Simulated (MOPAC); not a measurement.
# MNDOD run of C3H9FSi (trimethylsilyl fluoride)

We compute a geometry optimisation of C3H9FSi (trimethylsilyl fluoride). 

The results are computed with MOPAC 23.2.5.

11 further runs of the same task are left out: 11 set aside as unsound or not needed.

## (1) The structure to begin with

C3H9FSi: 14 atoms, total charge 0, spin state singlet. As SMILES, `C[Si](C)(C)F`. All atoms were displaced at random from a relaxed shape. The run starts from this shape.

Bond lengths: C1–Si2 1.867 Å, Si2–C3 1.861 Å, Si2–C4 1.839 Å, Si2–F5 1.614 Å, C1–H6 1.078 Å, C1–H7 1.086 Å, C1–H8 1.098 Å, C3–H9 1.087 Å, C3–H10 1.090 Å, C3–H11 1.102 Å, C4–H12 1.118 Å, C4–H13 1.089 Å, C4–H14 1.096 Å. Some angles: C1–Si2–C3 111.0°, C1–Si2–C4 112.2°, C1–Si2–F5 108.3°, C3–Si2–C4 111.8°, C3–Si2–F5 106.5°, C4–Si2–F5 106.7°, Si2–C1–H6 111.1°, Si2–C1–H7 110.4°, Si2–C1–H8 111.6°, Si2–C3–H9 112.7°.

## (2) A structure relaxation at MNDOD

Contents of calc.mop:

```
MNDOD EF GRADIENTS CYCLES=300 PRECISE CHARGE=0 DISP GNORM=0.02 THREADS=1 AUX(PRECISION=6)
C3H9FSi optimise
C[Si](C)(C)F
C -1.687777 1 0.556698 1 0.166682 1
Si 0.118053 1 0.336184 1 -0.253758 1
C 1.172002 1 0.385099 1 1.279413 1
C 0.420087 1 -1.185307 1 -1.241623 1
F 0.580952 1 1.582401 1 -1.169282 1
H -1.853976 1 1.482358 1 0.693353 1
H -2.031854 1 -0.256520 1 0.798215 1
H -2.311658 1 0.594935 1 -0.736461 1
H 1.053242 1 1.308262 1 1.841374 1
H 2.228616 1 0.293826 1 1.029694 1
H 0.933825 1 -0.449826 1 1.957741 1
H 0.140286 1 -2.106616 1 -0.672887 1
H 1.466939 1 -1.298369 1 -1.518339 1
H -0.181903 1 -1.202452 1 -2.156869 1
```

Launch:

```bash
mopac calc.mop
```

Q: Predict the results. Wanted: total energy at the end; dipole moment; HOMO energy; LUMO energy; HOMO–LUMO gap; heat of formation.

Computed results:

At MNDOD:

| quantity | value |
| --- | --- |
| total energy at the end | -39.73969 Eh |
| dipole moment | 1.60 D |
| HOMO energy | -11.85 eV |
| LUMO energy | 1.99 eV |
| HOMO–LUMO gap | 13.84 eV |
| heat of formation | -141.5 kcal/mol |

**Reading.** At the final geometry: Bond lengths: C1–Si2 1.889 Å, Si2–C3 1.889 Å, Si2–C4 1.889 Å, Si2–F5 1.695 Å, C1–H6 1.116 Å, C1–H7 1.115 Å, C1–H8 1.116 Å, C3–H9 1.116 Å, C3–H10 1.116 Å, C3–H11 1.115 Å, C4–H12 1.115 Å, C4–H13 1.116 Å, C4–H14 1.116 Å. Some angles: C1–Si2–C3 110.6°, C1–Si2–C4 110.6°, C1–Si2–F5 108.4°, C3–Si2–C4 110.6°, C3–Si2–F5 108.4°, C4–Si2–F5 108.4°, Si2–C1–H6 111.3°, Si2–C1–H7 111.2°, Si2–C1–H8 111.3°, Si2–C3–H9 111.3°. The optimisation took 52 steps and changed the energy by -0.355 eV.
